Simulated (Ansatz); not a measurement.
# H4OSSb+ (SMILES [SH2+][O][SbH2]): single points off equilibrium

One table from this session's results is given with a row withheld; the runs are named, their logs left out.

Program: Ansatz 0.2.0, Gaussian basis. Level of theory: single points in def2-TZVPP. These are calculated values, not measurements.

Cores are frozen in the correlated methods. Filled d shells of the heavier atoms are correlated. Core potentials replace the inner electrons past krypton, and spin-orbit coupling is left out.

### The system as given

SMILES `[SH2+][O][SbH2]`, 7 atoms, charge 1, spin multiplicity 1.

Atoms are counted from 1 here; the program's logs count them from 0.

Bond lengths: S1–O2 1.521 Å, S1–H4 1.359 Å, S1–H5 1.384 Å, O2–Sb3 2.209 Å, Sb3–H6 1.706 Å, Sb3–H7 1.712 Å. Angles: O2–S1–H4 101.4°, O2–S1–H5 101.3°, H4–S1–H5 92.0°, S1–O2–Sb3 134.0°, O2–Sb3–H6 81.0°, O2–Sb3–H7 87.6°, H6–Sb3–H7 88.2°.

As a file:

```xyz
7
H4OSSb
S    -0.9050    0.2615   -1.2922
O    -0.2485    0.2564    0.0798
Sb    1.8448    0.3486    0.7788
H    -1.8192   -0.7343   -1.1553
H    -1.8719    1.2382   -1.1278
H     1.0872   -0.0350    2.2580
H     1.9495   -1.3300    0.4576
```

The first run:

The input, run/in.yaml:

```yaml
crystal:
  periodic: [false, false, false]
  atoms:
    - {symbol: S, position_ang: [-0.905000, 0.261500, -1.292200]}
    - {symbol: O, position_ang: [-0.248500, 0.256400, 0.079800]}
    - {symbol: Sb, position_ang: [1.844800, 0.348600, 0.778800]}
    - {symbol: H, position_ang: [-1.819200, -0.734300, -1.155300]}
    - {symbol: H, position_ang: [-1.871900, 1.238200, -1.127800]}
    - {symbol: H, position_ang: [1.087200, -0.035000, 2.258000]}
    - {symbol: H, position_ang: [1.949500, -1.330000, 0.457600]}
basis:
  gaussian: {orbitals: def2-TZVPP}
total_charge: 1
correlation: {method: ccsd_t}
output: {forces: true}
```

No record of the launch command was kept for these runs.

Among the steps run: CCSD(T)/def2-TZVPP; PBE0-D4/def2-TZVPP; wB97M-V/def2-TZVPP; r2SCAN-D4/def2-TZVPP; PBE-D4/def2-TZVPP; r2SCANh-D4/def2-TZVPP; r2SCAN0-D4/def2-TZVPP.

One of the session's tables, all rows but one given; the rest of the session is left out.

```
    method  RMS force component (eV/Å)  angle to CCSD(T) forces (°)
   CCSD(T)                       0.531                    reference
   PBE0-D4                       0.396                         13.2
   wB97M-V                       0.455                          7.9
 r2SCAN-D4                           ?                            ?
    PBE-D4                       0.500                         37.8
r2SCANh-D4                       0.427                          9.8
r2SCAN0-D4                       0.438                         21.0
```

**Question.** Estimate the row for r2SCAN-D4.

Worked estimate for «RMS force component (eV/Å)». Against the share of exact exchange, r2SCANh-D4 (0.1, 0.427), r2SCAN0-D4 (0.25, 0.438) give a slope of 0.073 per unit share; at 0 the line stands at 0.420.

**Answer.** RMS force component (eV/Å): 0.443; angle to CCSD(T) forces (°): 14.6. In «RMS force component (eV/Å)» the line misses by -0.023.
